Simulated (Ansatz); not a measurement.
# BrClFH3Si: the cost of one run

All numbers below are computed with Ansatz 0.2.0 (RKS PBE/def2-SVP).

## Step 1: Starting point

Bond lengths: Si1–Cl2 2.480 Å, Si1–H3 1.460 Å, Si1–H4 1.459 Å, Si1–F5 1.589 Å, Si1–Br6 2.610 Å, Cl2–H7 1.473 Å, Br6–H7 1.640 Å. Angles: Si1–Cl2–H7 74.0°, Cl2–Si1–H3 109.5°, Cl2–Si1–H4 109.5°, Cl2–Si1–F5 109.5°, Cl2–Si1–Br6 71.6°, H3–Si1–H4 109.5°, H3–Si1–F5 109.5°, H3–Si1–Br6 178.9°, H4–Si1–F5 109.5°, H4–Si1–Br6 70.0°, F5–Si1–Br6 70.0°, Si1–Br6–H7 68.1°, Cl2–H7–Br6 146.3°.

Structure file:

```xyz
7

Si    0.0000    0.0000    0.0000
Cl    0.0000    0.0000    2.4800
H     1.3768    0.0000   -0.4862
H    -0.6877    1.1914   -0.4862
F    -0.7489   -1.2974   -0.5295
Br   -2.4768    0.0000    0.8230
H    -1.4158    0.0000    2.0742
```

## Step 2: Pulling towards end A

Springs on the bonds that form and break draw the guess towards this end; the thresholds are loose.

input.yaml reads:

```yaml
crystal:
  periodic: [false, false, false]
  atoms:
    - { symbol: Si, position_ang: [0.0, 0.0, 0.0] }
    - { symbol: Cl, position_ang: [0.0, 0.0, 2.48] }
    - { symbol: H, position_ang: [1.3768, 0.0, -0.4862] }
    - { symbol: H, position_ang: [-0.6877, 1.1914, -0.4862] }
    - { symbol: F, position_ang: [-0.7489, -1.2974, -0.5295] }
    - { symbol: Br, position_ang: [-2.4768, 0.0, 0.823] }
    - { symbol: H, position_ang: [-1.4158, 0.0, 2.0742] }
basis:
  gaussian: { orbitals: def2-SVP }
hamiltonian:
  xc: pbe
relax:
  f_tol: 0.15
  max_steps: 25
  restrain:
    - { distance: [0, 5], at: 3.51, k: 30.0 }
    - { distance: [6, 1], at: 2.57, k: 30.0 }
    - { distance: [0, 1], at: 2.13, k: 30.0 }
    - { distance: [6, 5], at: 1.55, k: 30.0 }
```

Command:

```
$ ansatz run input.yaml --threads 2 --pin off --max-ram 3072MiB --backend cpu --events-out ev --progress --plain --runs-dir out
```

Q: Estimate wall time and peak memory on 2 threads of Arm Neoverse V1, shared host.

About 16 s, with a peak of 0.14 GiB.
